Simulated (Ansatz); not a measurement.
**SbH₃+ (doublet): energies up the ladder**

The task, for SbH₃+ (doublet): energies up the ladder. Charge +1. Spin multiplicity 2.

Computed with Ansatz 0.2.0 (the levels named in each step, unless a step's input says otherwise).

**1. The system as given**

Bond lengths: Sb1–H2 1.684 Å, Sb1–H3 1.684 Å, Sb1–H4 1.684 Å. Angles: H2–Sb1–H3 88.9°, H2–Sb1–H4 88.8°, H3–Sb1–H4 88.8°.

Coordinates:

```xyz
4

Sb    0.0001   -0.0003    0.0240
H    -0.8807   -1.0337   -0.9722
H    -0.4735    1.2894   -0.9501
H     1.3336   -0.2240   -0.9802
```

**2. A rough first relaxation, PBE-D4/def2-SVP**

input.yaml reads:

```yaml
crystal:
  periodic: [false, false, false]
  atoms:
    - { symbol: Sb, position_ang: [0.00015, -0.00026, 0.02403] }
    - { symbol: H, position_ang: [-0.88065, -1.03374, -0.97224] }
    - { symbol: H, position_ang: [-0.47347, 1.28937, -0.95014] }
    - { symbol: H, position_ang: [1.33357, -0.22398, -0.98022] }
magnetization:
  spin_polarized: true
  initial_magnetization: 1
total_charge: 1
basis:
  gaussian: { orbitals: def2-SVP }
hamiltonian:
  xc: pbe
  dispersion: d4
relax:
  f_tol: 0.03
  max_steps: 200
```

On the command line:

```console
$ ansatz run input.yaml --threads 2 --pin off --max-ram 5120MiB --backend cpu --events-out ev --progress --plain --runs-dir out
```

After this run come: Relaxation, PBE0-D4/def2-TZVPP; Frequencies, PBE0-D4/def2-TZVPP; Single point, PBE-D4/def2-TZVPP; Single point, r2SCAN-D4/def2-TZVPP; Single point, B3LYP-D4/def2-TZVPP; Single point, wB97M-V/def2-TZVPP; Single point, B2PLYP/def2-TZVPP; Single point, LDA/def2-TZVPP; Single point, PBE0-D4/def2-SVP; Single point, PBE-D4/def2-SVP; Single point, CCSD(T)/def2-TZVPP; Single point, CCSD(T)/def2-QZVPP.

Q: Predict the outcome of this session. Wanted: Sb1–H2 at PBE0-D4/def2-TZVPP; Sb1–H3 at PBE0-D4/def2-TZVPP; frequencies at PBE0-D4/def2-TZVPP; energy at CCSD(T)/CBS.

**Answer**, as computed:

| quantity | value |
| --- | --- |
| Sb1–H2 at PBE0-D4/def2-TZVPP | 1.677 Å |
| Sb1–H3 at PBE0-D4/def2-TZVPP | 1.677 Å |
| frequencies at PBE0-D4/def2-TZVPP | 659 to 2098 cm⁻¹ |
| energy at CCSD(T)/CBS | -6568.693 eV |

What this shows: No mode is imaginary, so the geometry is a minimum. These totals serve in differences with atoms or fragments at the same level; alone they don't rank the methods. Heavy atoms carry effective core potentials in def2 sets, and spin-orbit coupling is left out.
